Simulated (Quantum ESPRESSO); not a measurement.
# MoSe (P3m1) in Quantum ESPRESSO: notebook, part 3 of 3

Quantum ESPRESSO 7.5. The steps go on from the part before.

## 5. Phonons, LDA

File pw.in:

```
&CONTROL
  calculation = 'scf'
  prefix = 'pwscf'
  outdir = './tmp'
  pseudo_dir = './pseudo'
  tprnfor = .true.
  tstress = .true.
  disk_io = 'low'
/
&SYSTEM
  ibrav = 0
  celldm(1) = 8
  nat = 2
  ntyp = 2
  ecutwfc = 86
  nbnd = 22
  occupations = 'smearing'
  smearing = 'fd'
  degauss = 0.00367493
/
&ELECTRONS
  conv_thr = 4d-10
  electron_maxstep = 120
  mixing_beta = 0.5
/
ATOMIC_SPECIES
Mo    95.9500 Mo.upf
Se    78.9710 Se.upf
CELL_PARAMETERS alat
  0.8198266380551   0.0000000000000   0.0000000000000
 -0.4099133202086   0.7099906959502   0.0000000000000
  0.0000000000000   0.0000000000000   1.0329231989550
ATOMIC_POSITIONS crystal
Mo     0.6666666700    0.3333333300    0.0254445500
Se     0.3333333300    0.6666666700    0.1184304700
K_POINTS automatic
8 8 6 0 0 1
```

File scf2.in:

```
&CONTROL
  calculation = 'scf'
  prefix = 'pwscf'
  outdir = './tmp'
  pseudo_dir = './pseudo'
  tprnfor = .true.
  tstress = .true.
  disk_io = 'low'
/
&SYSTEM
  ibrav = 0
  celldm(1) = 8
  nat = 2
  ntyp = 2
  ecutwfc = 86
  nbnd = 22
  occupations = 'smearing'
  smearing = 'fd'
  degauss = 0.00367493
/
&ELECTRONS
  conv_thr = 1d-13
  electron_maxstep = 120
  mixing_beta = 0.5
  startingpot = 'file'
  startingwfc = 'file'
/
ATOMIC_SPECIES
Mo    95.9500 Mo.upf
Se    78.9710 Se.upf
CELL_PARAMETERS alat
  0.8198266380551   0.0000000000000   0.0000000000000
 -0.4099133202086   0.7099906959502   0.0000000000000
  0.0000000000000   0.0000000000000   1.0329231989550
ATOMIC_POSITIONS crystal
Mo     0.6666666700    0.3333333300    0.0254445500
Se     0.3333333300    0.6666666700    0.1184304700
K_POINTS automatic
8 8 6 0 0 1
```

File ph.in:

```
phonons of MoSe
&INPUTPH
  prefix = 'pwscf'
  outdir = './tmp'
  tr2_ph = 1d-18
  fildyn = 'dyn'
  niter_ph = 90
  alpha_mix(1) = 0.4
/
0.0000000000 0.0000000000 0.0000000000
```

File dynmat.in:

```
&INPUT
  fildyn = 'dyn'
  asr = 'crystal'
  filout = 'dynmat.disp'
  fileig = 'dynmat.eig'
/
```

Potentials or basis: PseudoDojo 0.4.1 SR LDA standard.

Run with:

```
$ OMP_NUM_THREADS=1 pw.x -in pw.in > pw.out
$ OMP_NUM_THREADS=1 pw.x -in scf2.in > scf2.out
$ OMP_NUM_THREADS=1 ph.x -in ph.in > ph.out
$ OMP_NUM_THREADS=1 dynmat.x -in dynmat.in > dynmat.out
```

pw.out:

```text
This program is part of the open-source Quantum ESPRESSO suite
     for quantum simulation of materials; please cite
[... 9 lines left out ...]
     --------------------
     sticks:   dense  smooth     PW     G-vecs:    dense   smooth      PW
     Sum        1027    1027    295                33199    33199    5157

     Using Slab Decomposition

     bravais-lattice index     =            0
     lattice parameter (alat)  =       8.0000  a.u.
     unit-cell volume          =     307.8312 (a.u.)^3
     number of atoms/cell      =            2
     number of atomic types    =            2
     number of electrons       =        30.00
     number of Kohn-Sham states=           22
     kinetic-energy cutoff     =      86.0000  Ry
     charge density cutoff     =     344.0000  Ry
     scf convergence threshold =      4.0E-10
     mixing beta               =       0.5000
     number of iterations used =            8  plain     mixing
     Exchange-correlation= SLA  PW   NOGX NOGC
                           (   1   4   0   0   0   0   0)

     celldm(1)=   8.000000  celldm(2)=   0.000000  celldm(3)=   0.000000
     celldm(4)=   0.000000  celldm(5)=   0.000000  celldm(6)=   0.000000

     crystal axes: (cart. coord. in units of alat)
               a(1) = (   0.819827   0.000000   0.000000 )
               a(2) = (  -0.409913   0.709991   0.000000 )
               a(3) = (   0.000000   0.000000   1.032923 )

     reciprocal axes: (cart. coord. in units 2 pi/alat)
               b(1) = (  1.219770  0.704235 -0.000000 )
               b(2) = (  0.000000  1.408469  0.000000 )
               b(3) = (  0.000000 -0.000000  0.968126 )

     PseudoPot. # 1 for Mo read from file:
     Mo.upf
     Pseudo is Norm-conserving + core correction, Zval = 14.0
     Generated using ONCVPSP code by D. R. Hamann
     Using radial grid of 1602 points,  6 beta functions with:
                l(1) =   0
                l(2) =   0
                l(3) =   1
                l(4) =   1
                l(5) =   2
                l(6) =   2

     PseudoPot. # 2 for Se read from file:
     Se.upf
     Pseudo is Norm-conserving + core correction, Zval = 16.0
     Generated using ONCVPSP code by D. R. Hamann
     Using radial grid of 1198 points,  6 beta functions with:
                l(1) =   0
                l(2) =   0
                l(3) =   1
                l(4) =   1
                l(5) =   2
                l(6) =   2

     atomic species   valence    mass     pseudopotential
     Mo               14.00    95.95000     Mo( 1.00)
     Se               16.00    78.97100     Se( 1.00)

      6 Sym. Ops. (no inversion) found

   Cartesian axes

     site n.     atom                  positions (alat units)
         1        Mo     tau(   1) = (   0.4099133   0.2366636   0.0262823  )
         2        Se     tau(   2) = (  -0.0000000   0.4733271   0.1223296  )

     number of k points=    45  Fermi-Dirac smearing, width (Ry)=  0.0037
                       cart. coord. in units 2pi/alat
        k(    1) = (   0.0000000   0.0000000   0.0806772), wk =   0.0104167
        k(    2) = (   0.0000000   0.0000000   0.2420315), wk =   0.0104167
        k(    3) = (   0.0000000   0.0000000   0.4033859), wk =   0.0104167
        k(    4) = (   0.0000000   0.1760586   0.0806772), wk =   0.0312500
        k(    5) = (   0.0000000   0.1760586   0.2420315), wk =   0.0312500
        k(    6) = (   0.0000000   0.1760586   0.4033859), wk =   0.0312500
[... 37 lines left out ...]
        k(   44) = (  -0.1524713  -0.6162053   0.2420315), wk =   0.0625000
        k(   45) = (  -0.1524713  -0.6162053   0.4033859), wk =   0.0625000

     Dense  grid:    33199 G-vectors     FFT dimensions: (  40,  40,  50)

     Initial potential from superposition of free atoms

     starting charge      29.9988, renormalised to      30.0000
     Starting wfcs are   19 randomized atomic wfcs +    3 random wfcs

     Self-consistent Calculation

     iteration #  1     ecut=    86.00 Ry     beta= 0.50
     Davidson diagonalization with overlap
     ethr =  1.00E-02,  avg # of iterations =  6.2

     Threshold (ethr) on eigenvalues was too large:
     Diagonalizing with lowered threshold

     Davidson diagonalization with overlap
     ethr =  2.91E-04,  avg # of iterations =  3.4

     total energy              =    -382.63854618 Ry
     estimated scf accuracy    <       0.09456109 Ry

     iteration #  2     ecut=    86.00 Ry     beta= 0.50
     Davidson diagonalization with overlap
     ethr =  3.15E-04,  avg # of iterations =  2.3
[... 43 lines left out ...]
     total energy              =    -382.65510461 Ry
     estimated scf accuracy    <          2.8E-09 Ry

     iteration #  9     ecut=    86.00 Ry     beta= 0.50
     Davidson diagonalization with overlap
     ethr =  9.44E-12,  avg # of iterations =  2.5

     End of self-consistent calculation

          k = 0.0000 0.0000 0.0807 (  4183 PWs)   bands (ev):

   -48.8908 -38.0243 -38.0243 -37.8749 -37.8684 -37.8684 -23.4844 -23.4844
   -22.8692  -4.2731   4.7798   4.7798   6.5175  10.4101  11.2687  11.2687
    15.6232  18.2705  19.3939  19.3939  22.6419  22.9275

          k = 0.0000 0.0000 0.2420 (  4140 PWs)   bands (ev):

   -48.8908 -38.0243 -38.0243 -37.8748 -37.8684 -37.8684 -23.4843 -23.4843
   -22.8716  -4.2392   4.7880   4.7880   6.1751  10.9838  11.2134  11.2134
    15.7889  18.0693  19.3815  19.3815  22.0988  23.0078
[... 253 lines left out ...]
          k =-0.1525-0.6162 0.4034 (  4158 PWs)   bands (ev):

   -48.8741 -38.0108 -37.9722 -37.8935 -37.8696 -37.8684 -23.8640 -23.6156
   -22.8367  -2.8201   4.9461   6.3397   7.2685  10.3850  10.7596  11.6138
    13.5935  14.2699  15.8266  19.3024  21.8404  22.8667

     the Fermi energy is    11.1433 ev

!    total energy              =    -382.65510461 Ry
     estimated scf accuracy    <          1.7E-10 Ry
     smearing contrib. (-TS)   =      -0.00232650 Ry
     internal energy E=F+TS    =    -382.65277811 Ry

     The total energy is F=E-TS. E is the sum of the following terms:
     one-electron contribution =    -259.76023145 Ry
     hartree contribution      =     137.86455551 Ry
     xc contribution           =     -68.90269212 Ry
     ewald contribution        =    -191.85441004 Ry

     convergence has been achieved in   9 iterations

     Forces acting on atoms (cartesian axes, Ry/au):

     atom    1 type  1   force =     0.00000000    0.00000000   -0.22650522
     atom    2 type  2   force =     0.00000000    0.00000000    0.22650522

     Total force =     0.320327     Total SCF correction =     0.000015

     Computing stress (Cartesian axis) and pressure

          total   stress  (Ry/bohr**3)                   (kbar)     P=      623.80
   0.00634932   0.00000000   0.00000000          934.02        0.00        0.00
   0.00000000   0.00634932   0.00000000            0.00      934.02        0.00
   0.00000000   0.00000000   0.00002278            0.00        0.00        3.35

=------------------------------------------------------------------------------=
   JOB DONE.
=------------------------------------------------------------------------------=
```

scf2.out:

```text
This program is part of the open-source Quantum ESPRESSO suite
     for quantum simulation of materials; please cite
[... 9 lines left out ...]
     --------------------
     sticks:   dense  smooth     PW     G-vecs:    dense   smooth      PW
     Sum        1027    1027    295                33199    33199    5157
[... 451 lines left out ...]
   0.00634939   0.00000000   0.00000000          934.03        0.00        0.00
   0.00000000   0.00634939  -0.00000000            0.00      934.03       -0.00
   0.00000000   0.00000000   0.00002297            0.00        0.00        3.38

=------------------------------------------------------------------------------=
   JOB DONE.
=------------------------------------------------------------------------------=
```

It took 20 min on 1 thread of Arm Neoverse V2, shared host; peak memory 0.12 GiB.

What came out:

```
Free energy                   : -5206.2879 eV
Pressure                      : 62.4 GPa
Largest force                 : 5.824 eV/Å
Band gap on the k mesh        : none (metal or under the smearing width)
Highest phonon frequency at Γ : 608 cm⁻¹
Most unstable mode            : 370i cm⁻¹
```

Forces on the atoms (eV/Å):
```
Mo   0.000  0.000 -5.824
Se   0.000  0.000  5.824
```

Stress tensor (GPa, compression positive):
```
93.40  0.00  0.00
 0.00 93.40  0.00
 0.00  0.00  0.34
```

Phonon frequencies in cm⁻¹ (negative: imaginary):
```
              q point           frequencies
(0.000, 0.000, 0.000)  -370 -1 -1 1 608 608
```

Optical modes at Γ, degenerate ones joined:
| cm⁻¹ | components | symmetry | active in |
| --- | --- | --- | --- |
| 370i | 1 | A1 | IR and Raman |
| 608 | 2 | E | IR and Raman |

Caveat: the atoms weren't relaxed first, which shifts the frequencies; the mesh is thin for the phonons of a metal; some modes are imaginary; the cell is more than 3 GPa from zero pressure, which shifts response properties; a pressure of tens of GPa on the cell as given is suspect, and the run, the potentials or the cell itself is likely at fault; forces of over 1 eV/Å show positions far from the minimum, so gaps and moduli don't describe the material at rest.

## 6. Overview

```csv
k mesh,mesh quality,gap on the mesh (eV),pressure (GPa),largest force (eV/Å)
"4 × 4 × 2, shifted",coarse,none,65.2,5.31
"4 × 4 × 4, shifted",coarse,none,64.7,5.25
"6 × 6 × 4, shifted",coarse,none,62.8,5.71
"8 × 8 × 6, shifted",not flagged,none,62.4,5.82
```

Alike in all rows: task phonons; level LDA; potentials or basis PseudoDojo 0.4.1 SR LDA standard; no spin polarisation; cell as given; cutoff (eV) 1170; smearing fermi-dirac 0.05 eV.

Caveats: some runs use coarse meshes; the atoms weren't relaxed first, which shifts the frequencies; the mesh is thin for the phonons of a metal; some modes are imaginary; the cell is more than 3 GPa from zero pressure, which shifts response properties; a pressure of tens of GPa on the cell as given is suspect, and the run, the potentials or the cell itself is likely at fault; forces of over 1 eV/Å show positions far from the minimum, so gaps and moduli don't describe the material at rest.

Absolute energies hang on the potentials; compare differences alone.
